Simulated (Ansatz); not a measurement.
# AlH4NOTe: geometry optimisation

Aim: relax AlH4NOTe at this level.

The runs use Ansatz 0.2.0; RKS r2SCAN-D4/def2-SVP.

1 further run of the same task is left out (set aside as unsound or not needed).

## 1. Starting geometry

SMILES `[NH2][Al]([OH])[TeH]`, 8 atoms, charge 0, spin multiplicity 1.

Atoms are counted from 1 here; the program's logs count them from 0.

Bond lengths: N1–Al2 1.781 Å, N1–H5 1.022 Å, N1–H6 1.022 Å, Al2–O3 1.719 Å, Al2–Te4 2.543 Å, O3–H7 0.969 Å, Te4–H8 1.683 Å. Angles: Al2–N1–H5 125.5°, Al2–N1–H6 124.5°, H5–N1–H6 109.9°, N1–Al2–O3 124.1°, N1–Al2–Te4 122.2°, O3–Al2–Te4 113.7°, Al2–O3–H7 125.1°, Al2–Te4–H8 89.9°.

Coordinates:

```mol
AlH4NOTe
  3D, bonds by distance, orders not assigned

  8  7  0  0  0  0  0  0  0  0999 V2000
   -0.4623    1.2242   -0.2378 N   0  0
    0.3879   -0.3081    0.0813 Al  0  0
    2.0931   -0.4483    0.2441 O   0  0
   -0.8506   -2.5134    0.3491 Te  0  0
   -0.0159    2.1121   -0.4768 H   0  0
   -1.4785    1.3313   -0.2472 H   0  0
    2.7101    0.2966    0.2998 H   0  0
   -2.2917   -1.7516   -0.0685 H   0  0
  1  2  8  0
  1  5  8  0
  1  6  8  0
  2  3  8  0
  2  4  8  0
  3  7  8  0
  4  8  8  0
M  END
```

## 2. Relaxation

input.yaml reads:

```yaml
crystal:
  periodic: [false, false, false]
  atoms:
    - { symbol: "N", position_ang: [-0.462305, 1.224193, -0.237756] }
    - { symbol: Al, position_ang: [0.387881, -0.308084, 0.081259] }
    - { symbol: O, position_ang: [2.093117, -0.448334, 0.244134] }
    - { symbol: Te, position_ang: [-0.850623, -2.513356, 0.349093] }
    - { symbol: H, position_ang: [-0.015916, 2.112117, -0.476792] }
    - { symbol: H, position_ang: [-1.478538, 1.331327, -0.247167] }
    - { symbol: H, position_ang: [2.710061, 0.296632, 0.299841] }
    - { symbol: H, position_ang: [-2.291677, -1.751595, -0.068512] }
basis:
  gaussian: { orbitals: def2-SVP }
hamiltonian:
  xc: r2scan
  dispersion: d4
output:
  forces: true
relax:
  f_tol: 0.003
  max_steps: 120
```

The run is started by

```bash
> ansatz run input.yaml --threads 1 --pin off --max-ram 2560MiB --backend cpu --events-out ev --progress --plain --runs-dir out
```

Log, shortened:

```text
Warning: RAYON_NUM_THREADS=1 ignored (pool sized by the plan → 1); use --threads N
[...]
Functional definition: r2SCAN
[...]
1060 factors; their error is unknown
[...]
mean field -17491.10055525 eV, -642.7860895115 hartree, gradient 1.2e-5 eV, S^2 0.000000; 0 other end points of the search recorded, 0 dependent functions left out
[...]
reference -17491.10056577 eV, -642.7860898981 hartree; 28, 28 occupied and 64, 64 virtual orbitals, 1060 factors
relax step   1: F+E_penalty+E_count = -17491.14135151 eV  Δ(F+E_penalty+E_count) = +0.000e0 eV  max|allowed force component| = 3.990e-1 eV/Å  Δτ_max = 0.0000 Å  (29 SCF iters, accepted)
[...]
relax step   3: F+E_penalty+E_count = -17491.15298022 eV  Δ(F+E_penalty+E_count) = -3.362e-3 eV  max|allowed force component| = 9.793e-2 eV/Å  Δτ_max = 0.0163 Å  (30 SCF iters, accepted)
[...]
relax step   5: F+E_penalty+E_count = -17491.15628638 eV  Δ(F+E_penalty+E_count) = -8.609e-4 eV  max|allowed force component| = 3.901e-2 eV/Å  Δτ_max = 0.0337 Å  (29 SCF iters, accepted)
[...]
relax step   7: F+E_penalty+E_count = -17491.15654612 eV  Δ(F+E_penalty+E_count) = -2.597e-4 eV  max|allowed force component| = 6.357e-3 eV/Å  Δτ_max = 0.0153 Å  (29 SCF iters, accepted)
[...]
relax step   9: F+E_penalty+E_count = -17491.15658407 eV  Δ(F+E_penalty+E_count) = -4.822e-6 eV  max|allowed force component| = 1.377e-2 eV/Å  Δτ_max = 0.0094 Å  (30 SCF iters, accepted)
[...]
relax step  10: F+E_penalty+E_count = -17491.15658958 eV  Δ(F+E_penalty+E_count) = -5.513e-6 eV  max|allowed force component| = 4.763e-3 eV/Å  Δτ_max = 0.0022 Å  (24 SCF iters, accepted)
[...]
relax step  11: F+E_penalty+E_count = -17491.15659153 eV  Δ(F+E_penalty+E_count) = -1.948e-6 eV  max|allowed force component| = 1.625e-4 eV/Å  Δτ_max = 0.0010 Å  (22 SCF iters, accepted)
1060 factors; their error is unknown
[...]
mean field -17491.11560948 eV, -642.7866427442 hartree, gradient 1.6e-5 eV, S^2 0.000000; 1 other end points of the search recorded, 0 dependent functions left out
[...]
reference -17491.11561994 eV, -642.7866431289 hartree; 28, 28 occupied and 64, 64 virtual orbitals, 1060 factors
Total energy: -17491.15660200 eV, -642.7881491916 hartree
Atom 0 at    -0.468973     1.212344    -0.256090 Å, force    -0.000054    -0.000056    -0.000018 eV/Å
Atom 1 at     0.385534    -0.300978     0.081691 Å, force     0.000145    -0.000094     0.000040 eV/Å
Atom 2 at     2.069024    -0.421530     0.287111 Å, force    -0.000163    -0.000095     0.000010 eV/Å
Atom 3 at    -0.839643    -2.501868     0.300254 Å, force     0.000001    -0.000031    -0.000039 eV/Å
Atom 4 at    -0.036927     2.125871    -0.355917 Å, force     0.000109     0.000085     0.000060 eV/Å
Atom 5 at    -1.472946     1.297114    -0.380113 Å, force    -0.000051     0.000029    -0.000081 eV/Å
Atom 6 at     2.744611     0.258441     0.253187 Å, force    -0.000016     0.000132    -0.000034 eV/Å
Atom 7 at    -2.288679    -1.726495     0.013979 Å, force     0.000029     0.000030     0.000063 eV/Å
Dipole moment:     0.021860     0.677101    -0.106301 e Å
```

It took 71 s on 1 thread of Arm Neoverse V1, shared host; peak memory 0.17 GiB.

Along the way:

| step | energy from step 1 (eV) | largest force component (eV/Å) |
| --- | --- | --- |
| 1 | 0.0000 | 0.3990 |
| 2 | -0.0083 | 0.2197 |
| 3 | -0.0116 | 0.0979 |
| 4 | -0.0141 | 0.0781 |
| 5 | -0.0149 | 0.0390 |
| 6 | -0.0145 | 0.0286 |
| 7 | -0.0152 | 0.0064 |
| 8 | -0.0152 | 0.0010 |
| 9 | -0.0152 | 0.0138 |
| 10 | -0.0152 | 0.0048 |
| 11 | -0.0152 | 0.0002 |

Distances of close pairs at the start and the end, largest changes first:

```
   bond  before (Å)  after (Å)  change (Å)
 Al2–O3       1.719      1.700      -0.018
Al2–Te4       2.543      2.528      -0.015
 Te4–H8       1.683      1.668      -0.014
 N1–Al2       1.781      1.770      -0.011
  O3–H7       0.969      0.959      -0.010
  N1–H6       1.022      1.015      -0.007
  N1–H5       1.022      1.015      -0.007
```

## 3. Results

```
             quantity      value
        energy gained  0.0152 eV
root mean square move    0.081 Å
        dipole moment     3.29 D
```

**Reading.** Bond lengths: N1–Al2 1.770 Å, N1–H5 1.015 Å, N1–H6 1.015 Å, Al2–O3 1.700 Å, Al2–Te4 2.528 Å, O3–H7 0.959 Å, Te4–H8 1.668 Å. Angles: Al2–N1–H5 125.6°, Al2–N1–H6 124.9°, H5–N1–H6 109.5°, N1–Al2–O3 124.2°, N1–Al2–Te4 121.8°, O3–Al2–Te4 114.1°, Al2–O3–H7 130.0°, Al2–Te4–H8 90.1°. No frequencies were computed here.
